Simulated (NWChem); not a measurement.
# One shape, several levels: B3H3O3 (SMILES B1OBOBO1)

Aim: a comparison of 5 runs (HF/STO-3G, HF/3-21G, B3LYP/6-31G*, PBE/6-31G**) of B3H3O3. 

Program for the calculation: NWChem 7.3.0.

## (1) The structure to begin with

B3H3O3: 9 atoms, total charge 0, spin state singlet. As SMILES, `B1OBOBO1`. The shape is that of a PBE0-D4/def2-TZVP optimisation. This is one conformer, not always the lowest.

Bond lengths: B1–O2 1.372 Å, O2–B3 1.372 Å, B3–O4 1.372 Å, O4–B5 1.372 Å, B1–O6 1.372 Å, B5–O6 1.372 Å, B1–H7 1.190 Å, B3–H8 1.190 Å, B5–H9 1.190 Å. Some angles: B1–O2–B3 120.3°, O2–B1–O6 119.7°, O2–B3–O4 119.7°, B3–O4–B5 120.3°, O4–B5–O6 119.7°, B1–O6–B5 120.3°, O2–B1–H7 120.2°, O6–B1–H7 120.2°, O2–B3–H8 120.2°, O4–B3–H8 120.2°.

## (2) Energy and forces at HF/STO-3G (run 1)

The input, a.nw:

```
start a
title "B3H3O3 hf"
memory total 2200 mb

geometry units angstrom noautosym nocenter noautoz
 B     1.301600    0.115800   -0.424700
 O     0.612800   -1.053500   -0.624800
 B    -0.686900   -1.172700   -0.202300
 O    -1.297400   -0.115400    0.423200
 B    -0.614800    1.056900    0.626900
 O     0.684600    1.168900    0.201600
 H     2.429300    0.216200   -0.792600
 H    -1.281900   -2.188700   -0.377500
 H    -1.147300    1.972500    1.170100
end

basis spherical bse
 B library STO-3G
 O library STO-3G
 H library STO-3G
end

scf
 thresh 1e-08
 maxiter 80
 print medium
end

task scf gradient
```

Launch:

```bash
$ nwchem a.nw > a.out
```

The log of the run:

```text
[...]
  functions       =    33
[...]
  wavefunction    = RHF
[...]
         Total SCF energy =   -296.754479309648
      One-electron energy =   -808.970142861296
      Two-electron energy =    310.714555618868
 Nuclear repulsion energy =    201.501107932780
        Time for solution =      1.8s
[...]
                         RHF ENERGY GRADIENTS
    atom               coordinates                        gradient
                 x          y          z           x          y          z
   1 B       2.459667   0.218830  -0.802567   -0.007139  -0.000682   0.002290
   2 O       1.158024  -1.990826  -1.180701    0.005186  -0.008831  -0.005235
   3 B      -1.298053  -2.216082  -0.382292    0.003711   0.006397   0.001093
   4 O      -2.451730  -0.218074   0.799732   -0.010860  -0.000928   0.003565
   5 B      -1.161804   1.997251   1.184669    0.003302  -0.005785  -0.003420
   6 O       1.293706   2.208901   0.380969    0.005739   0.009832   0.001713
   7 H       4.590711   0.408559  -1.497797    0.017838   0.001589  -0.005815
   8 H      -2.422440  -4.136043  -0.713372   -0.009383  -0.016039  -0.002763
   9 H      -2.168083   3.727485   2.211168   -0.008394   0.014446   0.008572
[...]
```

It took 2.6 s on 1 thread of Intel Xeon Platinum 8488C (Sapphire Rapids), shared host; peak memory 0.098 GiB.

## (3) Energy and gradient at HF/3-21G (run 2)

The input, mol.nw:

```
start mol
memory 2200 mb

geometry noautosym nocenter noautoz
B        1.301600       0.115800      -0.424700
O        0.612800      -1.053500      -0.624800
B       -0.686900      -1.172700      -0.202300
O       -1.297400      -0.115400       0.423200
B       -0.614800       1.056900       0.626900
O        0.684600       1.168900       0.201600
H        2.429300       0.216200      -0.792600
H       -1.281900      -2.188700      -0.377500
H       -1.147300       1.972500       1.170100
end

basis spherical bse
* library 3-21G
end

scf
singlet
rhf
thresh 1e-08
maxiter 80
end

task scf gradient
```

Launch:

```bash
$ nwchem mol.nw > mol.out
```

The log of the run:

```text
[...]
  functions       =    60
[...]
  wavefunction    = RHF
[...]
         Total SCF energy =   -299.049436719299
      One-electron energy =   -808.325897347006
      Two-electron energy =    307.775352694927
 Nuclear repulsion energy =    201.501107932780
        Time for solution =      2.1s
[...]
                         RHF ENERGY GRADIENTS
    atom               coordinates                        gradient
                 x          y          z           x          y          z
   1 B       2.459667   0.218830  -0.802567   -0.058009  -0.005209   0.018888
   2 O       1.158024  -1.990826  -1.180701   -0.000716   0.001318   0.000779
   3 B      -1.298053  -2.216082  -0.382292    0.030562   0.052237   0.009001
   4 O      -2.451730  -0.218074   0.799732    0.001632   0.000181  -0.000509
   5 B      -1.161804   1.997251   1.184669    0.027339  -0.047098  -0.027928
   6 O       1.293706   2.208901   0.380969   -0.000857  -0.001424  -0.000227
   7 H       4.590711   0.408559  -1.497797    0.008726   0.000777  -0.002842
   8 H      -2.422440  -4.136043  -0.713372   -0.004581  -0.007837  -0.001348
   9 H      -2.168083   3.727485   2.211168   -0.004097   0.007054   0.004186
[...]
```

It took 3 s on 1 thread of Intel Xeon Platinum 8488C (Sapphire Rapids), shared host; peak memory 0.098 GiB.

## (4) Energy and forces at B3LYP/6-31G(d) (spherical functions) (run 3)

The input, b3h3o3.nw:

```
start b3h3o3
memory stack 880 mb heap 220 mb global 1100 mb

geometry units angstroms noautosym nocenter noautoz
 B      1.301600     0.115800    -0.424700
 O      0.612800    -1.053500    -0.624800
 B     -0.686900    -1.172700    -0.202300
 O     -1.297400    -0.115400     0.423200
 B     -0.614800     1.056900     0.626900
 O      0.684600     1.168900     0.201600
 H      2.429300     0.216200    -0.792600
 H     -1.281900    -2.188700    -0.377500
 H     -1.147300     1.972500     1.170100
end

basis spherical bse
 * library 6-31G*
end

dft
 xc b3lyp
 mult 1
 grid fine
 convergence energy 1e-08
 iterations 100
 mulliken
 print low
end

task dft gradient
```

Launch:

```bash
$ nwchem b3h3o3.nw > b3h3o3.out
```

The log of the run:

```text
[...]
 d= 0,ls=0.0,diis     1   -302.1813949943 -5.04D+02  1.38D-02  1.07D+00     2.2
[...]
 d= 0,ls=0.0,diis     8   -302.3148977786  4.18D-09  1.23D-06  6.62D-08    14.4
         Total DFT energy =     -302.314897778575
      One electron energy =     -811.737173757658
           Coulomb energy =      347.261186244135
    Exchange-Corr. energy =      -39.340018197832
 Nuclear repulsion energy =      201.501107932780
[...]
      Total Density - Mulliken Population Analysis
     ---------------------------------------------
    Atom       Charge   Shell Charges
 -----------   ------   -------------------------------------------------------
    1 B    5     4.62   2.00  0.56  1.42  0.25  0.26  0.14
    2 O    8     8.34   2.00  0.90  2.97  0.85  1.60  0.02
    3 B    5     4.62   2.00  0.56  1.42  0.25  0.26  0.14
    4 O    8     8.34   2.00  0.90  2.97  0.85  1.60  0.02
    5 B    5     4.62   2.00  0.56  1.42  0.25  0.26  0.14
    6 O    8     8.34   2.00  0.90  2.97  0.85  1.60  0.02
    7 H    1     1.04   0.53  0.51
    8 H    1     1.04   0.53  0.51
    9 H    1     1.04   0.53  0.51
[...]
                         DFT ENERGY GRADIENTS
    atom               coordinates                        gradient
                 x          y          z           x          y          z
   1 B       2.459667   0.218830  -0.802567   -0.004947  -0.000473   0.001585
   2 O       1.158024  -1.990826  -1.180701   -0.001928   0.003382   0.002006
   3 B      -1.298053  -2.216082  -0.382292    0.002571   0.004438   0.000758
   4 O      -2.451730  -0.218074   0.799732    0.004169   0.000396  -0.001343
   5 B      -1.161804   1.997251   1.184669    0.002289  -0.004014  -0.002372
   6 O       1.293706   2.208901   0.380969   -0.002199  -0.003724  -0.000627
   7 H       4.590711   0.408559  -1.497797    0.000407   0.000037  -0.000129
   8 H      -2.422440  -4.136043  -0.713372   -0.000193  -0.000342  -0.000057
   9 H      -2.168083   3.727485   2.211168   -0.000169   0.000300   0.000179
 Task  times  cpu:       18.9s     wall:       18.9s
[...]
```

Wall time 20 s (1 thread of Intel Xeon Platinum 8488C (Sapphire Rapids), shared host); peak memory 0.12 GiB.

Run 4 isn't shown in full; the table further down has it.

## (5) Energy and gradient at PBE/6-31G(d,p) (spherical functions) (run 5)

The input, test.nw:

```
start test
memory 2200 mb
charge 0
geometry noautosym nocenter noautoz
   B      1.301600     0.115800    -0.424700
   O      0.612800    -1.053500    -0.624800
   B     -0.686900    -1.172700    -0.202300
   O     -1.297400    -0.115400     0.423200
   B     -0.614800     1.056900     0.626900
   O      0.684600     1.168900     0.201600
   H      2.429300     0.216200    -0.792600
   H     -1.281900    -2.188700    -0.377500
   H     -1.147300     1.972500     1.170100
end
basis spherical bse
   * library 6-31G**
end
dft
   xc xpbe96 cpbe96
   grid fine
   convergence energy 1e-08
   maxiter 100
   mulliken
end
task dft gradient
```

Launch:

```bash
$ nwchem test.nw > test.out
```

The log of the run:

```text
[...]
          Wavefunction type:  closed shell.
          No. of atoms     :     9
          No. of electrons :    42
[...]
          Charge           :     0
          Spin multiplicity:     1
[...]
          AO basis - number of functions:    99
[...]
              XC Information
              --------------
          PerdewBurkeErnzerhof Exchange Functional  1.000
            Perdew 1991 LDA Correlation Functional  1.000 local
           PerdewBurkeErnz. Correlation Functional  1.000 non-local
[...]
 d= 0,ls=0.0,diis     1   -301.7810598851 -5.03D+02  1.63D-02  1.24D+00     2.3
[...]
 d= 0,ls=0.0,diis     7   -301.9327385575  6.17D-09  8.56D-06  3.14D-07    13.2
         Total DFT energy =     -301.932738557537
      One electron energy =     -811.585666153559
           Coulomb energy =      347.058972335670
    Exchange-Corr. energy =      -38.907152672428
 Nuclear repulsion energy =      201.501107932780
[...]
      Total Density - Mulliken Population Analysis
     ---------------------------------------------
    Atom       Charge   Shell Charges
 -----------   ------   -------------------------------------------------------
    1 B    5     4.66   2.00  0.56  1.45  0.27  0.27  0.13
    2 O    8     8.28   2.00  0.90  2.96  0.85  1.56  0.02
    3 B    5     4.66   2.00  0.56  1.45  0.27  0.27  0.13
    4 O    8     8.28   2.00  0.90  2.96  0.85  1.56  0.02
    5 B    5     4.66   2.00  0.56  1.45  0.27  0.27  0.13
    6 O    8     8.28   2.00  0.90  2.95  0.85  1.56  0.02
    7 H    1     1.06   0.52  0.53  0.01
    8 H    1     1.06   0.52  0.53  0.01
    9 H    1     1.06   0.52  0.53  0.01
[...]
  wavefunction    = closed shell
                         DFT ENERGY GRADIENTS
    atom               coordinates                        gradient
                 x          y          z           x          y          z
   1 B       2.459667   0.218830  -0.802567   -0.005254  -0.000595   0.001650
   2 O       1.158024  -1.990826  -1.180701   -0.006120   0.010625   0.006292
   3 B      -1.298053  -2.216082  -0.382292    0.002737   0.004812   0.000843
   4 O      -2.451730  -0.218074   0.799732    0.013110   0.001201  -0.004256
   5 B      -1.161804   1.997251   1.184669    0.002320  -0.004371  -0.002520
   6 O       1.293706   2.208901   0.380969   -0.006855  -0.011684  -0.002003
   7 H       4.590711   0.408559  -1.497797   -0.003679  -0.000319   0.001207
   8 H      -2.422440  -4.136043  -0.713372    0.001969   0.003342   0.000577
   9 H      -2.168083   3.727485   2.211168    0.001771  -0.003012  -0.001791
[...]
```

It took 18 s on 1 thread of Intel Xeon Platinum 8488C (Sapphire Rapids), shared host; peak memory 0.12 GiB.

## (6) The series

| run | level | iteration cap | module | energy (Eh) | dipole moment (D) | HOMO energy (eV) | LUMO energy (eV) | wall time |
| --- | --- | --- | --- | --- | --- | --- | --- | --- |
| 1 | HF/STO-3G | 80 | scf | -296.754479 | 0.00 | -10.75 | 7.32 | 2.6 s |
| 2 | HF/3-21G | 80 | scf | -299.049437 | 0.00 | -13.52 | 3.57 | 3 s |
| 3 | B3LYP/6-31G* (spherical functions) | 100 | dft | -302.314898 | – | – | – | 20 s |
| 4 | B3LYP/6-31G* (Cartesian functions) | 100 | dft | -302.319051 | 0.00 | -9.19 | -0.46 | 19 s |
| 5 | PBE/6-31G** (spherical functions) | 100 | dft | -301.932739 | 0.00 | -7.79 | -1.36 | 18 s |

## (7) What came out

| quantity | value |
| --- | --- |
| run 5: total energy | -301.93274 Eh |
| run 5: dipole moment | 0.00 D |
| run 5: HOMO energy | -7.79 eV |
| run 5: LUMO energy | -1.36 eV |
| run 5: HOMO–LUMO gap | 6.42 eV |
| run 5: largest force on an atom | 0.711 eV/Å |

Over runs 1, 2, 4, 5 the HOMO–LUMO gap runs from 6.42 eV (PBE/6-31G**) to 18.07 eV (HF/STO-3G). The two ends differ in method and basis. Totals of different functionals can't be ranked against each other. In run 1 the basis is minimal, so the values are rough. All runs together took 62 s, the longest 20 s.
